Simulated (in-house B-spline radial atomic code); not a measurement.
# Hf⁷⁺: binding energies from hole states

How tightly is each shell of Hf⁷⁺ bound, and how much do the other electrons relax when one leaves?

Program: in-house B-spline radial atomic code version 1. Level of theory: Dirac-Hartree-Fock, average of configuration, Fermi nucleus, basis-set limit. These are calculated values, not measurements, unless marked.

## (1) The atom as given

- element: hafnium (Z = 72)
- charge: +7
- electrons: 65
- configuration: [Kr] 4d10 4f13 5s2 5p4
- Hamiltonian: Dirac-Coulomb
- nucleus: Fermi, rms radius 5.347 fm

Outer shells as boxes (Hund's rule):

[Kr] 4d10 4f13 5s2 5p4
```
[Kr] core
4d [↑↓][↑↓][↑↓][↑↓][↑↓]
4f [↑↓][↑↓][↑↓][↑↓][↑↓][↑↓][↑ ]
5s [↑↓]
5p [↑↓][↑ ][↑ ]
```

The boxes draw the filling by Hund's rule, which heavy ions in jj coupling don't follow; these runs average over all states of the configuration.

The run's settings:

```ini
Z = 72
electrons = 65.0
configuration = [Kr] 4d10 4f13 5s2 5p4
hamiltonian = dirac
method = hf
spin_polarised = False
nucleus = fermi
rms_radius = 5.347
mass_number = 180
atomic_mass = 179.946559537
speed_of_light = 137.035999084
```

This reference run was done before. Its total energy is -15075.614898 hartree, and its levels are (the highest eight at most):

```csv
orbital,occupation,energy (eV),<r> (bohr)
4p3/2,4,-512.79,0.5061
4d3/2,4,-350.83,0.5265
4d5/2,6,-339.56,0.5376
5s1/2,2,-174.38,1.090
5p1/2,1.33333,-143.53,1.173
4f5/2,5.57143,-137.75,0.6175
4f7/2,7.42857,-135.79,0.6256
5p3/2,2.66667,-133.63,1.245
```

## (2) The 4d3/2 hole

In configurations, a minus sign after the shell means j = l − 1/2 and a plus sign j = l + 1/2; the count of electrons follows.

Settings: those of step 1 with these lines changed.

```diff
@@ -1,4 +1,4 @@
 Z = 72
-electrons = 65.0
-configuration = [Kr] 4d10 4f13 5s2 5p4
+electrons = 64.0
+configuration = 1s2 2s2 2p6 3s2 3p6 3d10 4s2 4p6 4d-3 4d+6 4f13 5s2 5p4
 hamiltonian = dirac
```

Results of the run (chosen fields of its result record, rounded):

```text
{
  "status": "converged",
  "scf [iteration, energy, orbital gradient]": [
    [1, -14998.0877028, 1.15],
    [2, -15029.1403872, 1.69],
    [3, -15061.3849602, 0.31],
    [4, -15062.8871363, 0.122],
    [5, -15062.9791458, 0.0228],
    [6, -15062.984414, 0.0165],
    [7, -15062.9877778, 0.000861],
    [8, -15062.9877841, 0.00033],
    [9, -15062.9877853, 1.25e-05],
    [10, -15062.9877853, 2.97e-07]
  ],
  "energy [hartree]": {"total": -15062.9877853, "kinetic": 16842.0795235, "nuclear": -37195.8528066, "coulomb": 5586.27023442, "exact_exchange": -295.484736694},
  "breit [hartree]": {"gaunt": 17.43975, "retardation": -1.844821, "frequency_dependence": -0.2899217},
  "qed [hartree]": {"self_energy": 12.61531, "uehling": -2.296699, "wichmann_kroll": 0.08748354},
  "recoil [hartree]": 0.0286473,
  "total_with_corrections [hartree]": -15037.2480395,
  "orbitals [hartree, bohr; first row names the columns]": [
    ["name", "occ", "eps", "<r>"],
    ["1s1/2", 2.0, -2421.8121, 0.018987],
    ["2s1/2", 2.0, -423.47969, 0.079709],
    ["2p1/2", 2.0, -403.77599, 0.066193],
    ["2p3/2", 4.0, -359.90663, 0.073879],
    ["3s1/2", 2.0, -102.68415, 0.20757],
    ["3p1/2", 2.0, -93.981421, 0.1978],
    ["3p3/2", 4.0, -84.424693, 0.21199],
    ["3d3/2", 4.0, -69.883487, 0.18651],
    ["3d5/2", 6.0, -67.864859, 0.19065],
    ["4s1/2", 2.0, -25.816254, 0.46668],
    ["4p1/2", 2.0, -22.089323, 0.47388],
    ["4p3/2", 4.0, -19.98673, 0.50406],
    ["4d3/2", 3.0, -14.027835, 0.52254],
    ["4d5/2", 6.0, -13.627892, 0.5333],
    ["4f5/2", 5.5714, -6.0931154, 0.59997],
    ["4f7/2", 7.4286, -6.1072281, 0.60419],
    ["5s1/2", 2.0, -7.2510896, 1.066],
    ["5p1/2", 1.3333, -6.0734524, 1.1404],
    ["5p3/2", 2.6667, -5.686023, 1.2059]
  ],
  "sum_r [bohr^k]": {"-1": 516.634, "1": 27.53788, "2": 20.48811},
  "energy_minus_base [hartree]": 12.6271124,
  "energy_minus_base_with_corrections [hartree]": 12.6143821
}
```

It took 1.2 s on 1 thread, shared host.

energy_minus_base is the energy less that of the reference run.

## (3) The 4d5/2 hole

Settings: those of step 2 with these lines changed.

```diff
@@ -2,3 +2,3 @@
 electrons = 64.0
-configuration = 1s2 2s2 2p6 3s2 3p6 3d10 4s2 4p6 4d-3 4d+6 4f13 5s2 5p4
+configuration = 1s2 2s2 2p6 3s2 3p6 3d10 4s2 4p6 4d-4 4d+5 4f13 5s2 5p4
 hamiltonian = dirac
```

Result record:

```text
{
  "status": "converged",
  "scf [iteration, energy, orbital gradient]": [
    [1, -14998.7188123, 1.16],
    [2, -15029.6449741, 1.68],
    [3, -15061.7960055, 0.309],
    [4, -15063.2899393, 0.122],
    [5, -15063.3817403, 0.0227],
    [6, -15063.3869556, 0.0163],
    [7, -15063.3902783, 0.000858],
    [8, -15063.3902846, 0.000328],
    [9, -15063.3902858, 1.22e-05],
    [10, -15063.3902858, 2.98e-07]
  ],
  "energy [hartree]": {"total": -15063.3902858, "kinetic": 16843.2995846, "nuclear": -37198.2094725, "coulomb": 5587.04808006, "exact_exchange": -295.528477998},
  "breit [hartree]": {"gaunt": 17.44798, "retardation": -1.844875, "frequency_dependence": -0.2896542},
  "qed [hartree]": {"self_energy": 12.61417, "uehling": -2.296684, "wichmann_kroll": 0.087483},
  "recoil [hartree]": 0.02864585,
  "total_with_corrections [hartree]": -15037.6432221,
  "orbitals [hartree, bohr; first row names the columns]": [
    ["name", "occ", "eps", "<r>"],
    ["1s1/2", 2.0, -2421.7788, 0.018987],
    ["2s1/2", 2.0, -423.45371, 0.07971],
    ["2p1/2", 2.0, -403.78136, 0.066198],
    ["2p3/2", 4.0, -359.8608, 0.073878],
    ["3s1/2", 2.0, -102.66809, 0.20758],
    ["3p1/2", 2.0, -93.976534, 0.19783],
    ["3p3/2", 4.0, -84.402611, 0.21198],
    ["3d3/2", 4.0, -69.913551, 0.18627],
    ["3d5/2", 6.0, -67.817684, 0.19089],
    ["4s1/2", 2.0, -25.80916, 0.46672],
    ["4p1/2", 2.0, -22.226154, 0.47386],
    ["4p3/2", 4.0, -19.910861, 0.50426],
    ["4d3/2", 4.0, -14.041343, 0.52273],
    ["4d5/2", 5.0, -13.609793, 0.53333],
    ["4f5/2", 5.5714, -6.1726205, 0.59766],
    ["4f7/2", 7.4286, -6.0389072, 0.60665],
    ["5s1/2", 2.0, -7.2502193, 1.0661],
    ["5p1/2", 1.3333, -6.0807872, 1.1393],
    ["5p3/2", 2.6667, -5.6821759, 1.2066]
  ],
  "sum_r [bohr^k]": {"-1": 516.6667, "1": 27.53553, "2": 20.48864},
  "energy_minus_base [hartree]": 12.2246119,
  "energy_minus_base_with_corrections [hartree]": 12.2191995
}
```

Run time: 1.2 s. Hardware: 1 thread, shared host.

## (4) The 4f hole

Settings: those of step 3 with these lines changed.

```diff
@@ -2,3 +2,3 @@
 electrons = 64.0
-configuration = 1s2 2s2 2p6 3s2 3p6 3d10 4s2 4p6 4d-4 4d+5 4f13 5s2 5p4
+configuration = 1s2 2s2 2p6 3s2 3p6 3d10 4s2 4p6 4d10 4f12 5s2 5p4
 hamiltonian = dirac
```

Result record:

```text
{
  "status": "converged",
  "scf [iteration, energy, orbital gradient]": [
    [1, -15012.96787, 1.07],
    [2, -15041.4444834, 1.56],
    [3, -15069.4165489, 0.287],
    [4, -15070.7145949, 0.113],
    [5, -15070.7930994, 0.0225],
    [6, -15070.7983342, 0.0157],
    [7, -15070.8013896, 0.000821],
    [8, -15070.8013953, 0.000295],
    [9, -15070.8013963, 1.01e-05],
    [10, -15070.8013963, 2.35e-07]
  ],
  "energy [hartree]": {"total": -15070.8013963, "kinetic": 16850.6572641, "nuclear": -37218.4009651, "coulomb": 5593.49600793, "exact_exchange": -296.553703209},
  "breit [hartree]": {"gaunt": 17.46176, "retardation": -1.847543, "frequency_dependence": -0.2897366},
  "qed [hartree]": {"self_energy": 12.61409, "uehling": -2.296555, "wichmann_kroll": 0.08747808},
  "recoil [hartree]": 0.02863845,
  "total_with_corrections [hartree]": -15045.0432612,
  "orbitals [hartree, bohr; first row names the columns]": [
    ["name", "occ", "eps", "<r>"],
    ["1s1/2", 2.0, -2421.4919, 0.018987],
    ["2s1/2", 2.0, -423.21351, 0.079718],
    ["2p1/2", 2.0, -403.51482, 0.066204],
    ["2p3/2", 4.0, -359.62392, 0.07389],
    ["3s1/2", 2.0, -102.56987, 0.20764],
    ["3p1/2", 2.0, -93.864352, 0.19789],
    ["3p3/2", 4.0, -84.305834, 0.21207],
    ["3d3/2", 4.0, -69.77808, 0.18636],
    ["3d5/2", 6.0, -67.716585, 0.19074],
    ["4s1/2", 2.0, -25.789776, 0.46692],
    ["4p1/2", 2.0, -22.164102, 0.47411],
    ["4p3/2", 4.0, -19.935065, 0.50442],
    ["4d3/2", 4.0, -13.95816, 0.52337],
    ["4d5/2", 6.0, -13.540017, 0.53412],
    ["4f5/2", 5.1429, -6.1261423, 0.59964],
    ["4f7/2", 6.8571, -6.0521443, 0.60678],
    ["5s1/2", 2.0, -7.2369478, 1.0674],
    ["5p1/2", 1.3333, -6.0661449, 1.1415],
    ["5p3/2", 2.6667, -5.6738226, 1.2081]
  ],
  "sum_r [bohr^k]": {"-1": 516.9472, "1": 27.4956, "2": 20.42648},
  "energy_minus_base [hartree]": 4.81350149,
  "energy_minus_base_with_corrections [hartree]": 4.81916038
}
```

Wall time 1.2 s (1 thread, shared host).

## (5) The 5s hole

Settings: those of step 4 with these lines changed.

```diff
@@ -2,3 +2,3 @@
 electrons = 64.0
-configuration = 1s2 2s2 2p6 3s2 3p6 3d10 4s2 4p6 4d10 4f12 5s2 5p4
+configuration = 1s2 2s2 2p6 3s2 3p6 3d10 4s2 4p6 4d10 4f13 5s1 5p4
 hamiltonian = dirac
```

Result record:

```text
{
  "status": "converged",
  "scf [iteration, energy, orbital gradient]": [
    [1, -15010.6932078, 1.09],
    [2, -15036.4732345, 1.64],
    [3, -15067.9111413, 0.251],
    [4, -15069.1553959, 0.0701],
    [5, -15069.2339971, 0.0152],
    [6, -15069.2368823, 0.0117],
    [7, -15069.2385887, 0.000559],
    [8, -15069.2385987, 0.000234],
    [9, -15069.2385993, 1.29e-05],
    [10, -15069.2385993, 2.65e-07]
  ],
  "energy [hartree]": {"total": -15069.2385993, "kinetic": 16847.246986, "nuclear": -37229.5953602, "coulomb": 5610.24426097, "exact_exchange": -297.134485994},
  "breit [hartree]": {"gaunt": 17.45053, "retardation": -1.846121, "frequency_dependence": -0.2897444},
  "qed [hartree]": {"self_energy": 12.60557, "uehling": -2.29513, "wichmann_kroll": 0.08742519},
  "recoil [hartree]": 0.02861395,
  "total_with_corrections [hartree]": -15043.4974516,
  "orbitals [hartree, bohr; first row names the columns]": [
    ["name", "occ", "eps", "<r>"],
    ["1s1/2", 2.0, -2421.283, 0.018987],
    ["2s1/2", 2.0, -422.94138, 0.079715],
    ["2p1/2", 2.0, -403.25908, 0.0662],
    ["2p3/2", 4.0, -359.36151, 0.073885],
    ["3s1/2", 2.0, -102.23289, 0.20765],
    ["3p1/2", 2.0, -93.539558, 0.19788],
    ["3p3/2", 4.0, -83.978485, 0.21206],
    ["3d3/2", 4.0, -69.46266, 0.18635],
    ["3d5/2", 6.0, -67.399471, 0.19074],
    ["4s1/2", 2.0, -25.489982, 0.46849],
    ["4p1/2", 2.0, -21.888996, 0.47528],
    ["4p3/2", 4.0, -19.672893, 0.50576],
    ["4d3/2", 4.0, -13.722963, 0.52581],
    ["4d5/2", 6.0, -13.308232, 0.53673],
    ["4f5/2", 5.5714, -5.8837536, 0.61113],
    ["4f7/2", 7.4286, -5.8112059, 0.61877],
    ["5s1/2", 1.0, -7.1771919, 1.075],
    ["5p1/2", 1.3333, -5.925021, 1.1553],
    ["5p3/2", 2.6667, -5.5469182, 1.224]
  ],
  "sum_r [bohr^k]": {"-1": 517.1026, "1": 27.28934, "2": 20.07711},
  "energy_minus_base [hartree]": 6.37629849,
  "energy_minus_base_with_corrections [hartree]": 6.36496994
}
```

Wall time 1.2 s (1 thread, shared host).

## (6) The 5p hole

Settings: those of step 5 with these lines changed.

```diff
@@ -2,3 +2,3 @@
 electrons = 64.0
-configuration = 1s2 2s2 2p6 3s2 3p6 3d10 4s2 4p6 4d10 4f13 5s1 5p4
+configuration = 1s2 2s2 2p6 3s2 3p6 3d10 4s2 4p6 4d10 4f13 5s2 5p3
 hamiltonian = dirac
```

Result record:

```text
{
  "status": "converged",
  "scf [iteration, energy, orbital gradient]": [
    [1, -15012.5878444, 1.09],
    [2, -15038.1150389, 1.59],
    [3, -15069.289995, 0.296],
    [4, -15070.5241116, 0.114],
    [5, -15070.6018563, 0.0152],
    [6, -15070.6046483, 0.0114],
    [7, -15070.6063887, 0.000714],
    [8, -15070.6063976, 0.0003],
    [9, -15070.6063987, 1.1e-05],
    [10, -15070.6063987, 2.37e-07]
  ],
  "energy [hartree]": {"total": -15070.6063987, "kinetic": 16849.5375672, "nuclear": -37236.8636357, "coulomb": 5614.36633458, "exact_exchange": -297.646664792},
  "breit [hartree]": {"gaunt": 17.44973, "retardation": -1.845592, "frequency_dependence": -0.2893715},
  "qed [hartree]": {"self_energy": 12.6125, "uehling": -2.296411, "wichmann_kroll": 0.0874722},
  "recoil [hartree]": 0.02862237,
  "total_with_corrections [hartree]": -15044.8594541,
  "orbitals [hartree, bohr; first row names the columns]": [
    ["name", "occ", "eps", "<r>"],
    ["1s1/2", 2.0, -2421.2198, 0.018987],
    ["2s1/2", 2.0, -422.8851, 0.079714],
    ["2p1/2", 2.0, -403.19614, 0.066201],
    ["2p3/2", 4.0, -359.29889, 0.073885],
    ["3s1/2", 2.0, -102.1803, 0.20763],
    ["3p1/2", 2.0, -93.47764, 0.19788],
    ["3p3/2", 4.0, -83.916784, 0.21206],
    ["3d3/2", 4.0, -69.401165, 0.18635],
    ["3d5/2", 6.0, -67.337971, 0.19074],
    ["4s1/2", 2.0, -25.443493, 0.46797],
    ["4p1/2", 2.0, -21.824684, 0.47546],
    ["4p3/2", 4.0, -19.609536, 0.50608],
    ["4d3/2", 4.0, -13.661218, 0.52601],
    ["4d5/2", 6.0, -13.24708, 0.53702],
    ["4f5/2", 5.5714, -5.8243812, 0.61245],
    ["4f7/2", 7.4286, -5.7524111, 0.62023],
    ["5s1/2", 2.0, -7.0480534, 1.0779],
    ["5p1/2", 1.0, -5.9482489, 1.155],
    ["5p3/2", 2.0, -5.5725658, 1.2226]
  ],
  "sum_r [bohr^k]": {"-1": 517.2036, "1": 27.18743, "2": 19.79659},
  "energy_minus_base [hartree]": 5.00849901,
  "energy_minus_base_with_corrections [hartree]": 5.00296746
}
```

Run time: 1.2 s. Hardware: 1 thread, shared host.

## (7) Results

| hole | ΔSCF (eV) | with Breit, QED, recoil (eV) | −ε of the parent (eV) | −ε less ΔSCF (eV) |
| --- | --- | --- | --- | --- |
| 4d3/2 | 343.60 | 343.25 | 350.83 | 7.23 |
| 4d5/2 | 332.65 | 332.50 | 339.56 | 6.91 |
| 4f | 130.98 | 131.14 | - | - |
| 5s | 173.51 | 173.20 | 174.38 | 0.87 |
| 5p | 136.29 | 136.14 | - | - |

What this shows: Every ΔSCF value lies below −ε, since the other electrons relax into the hole: by 7.2 eV for 4d3/2 and 0.87 eV for 5s. A dash stands where an open shell is averaged over j, so that no single parent level belongs to the hole. Values are for the free ion, measured from the vacuum level.
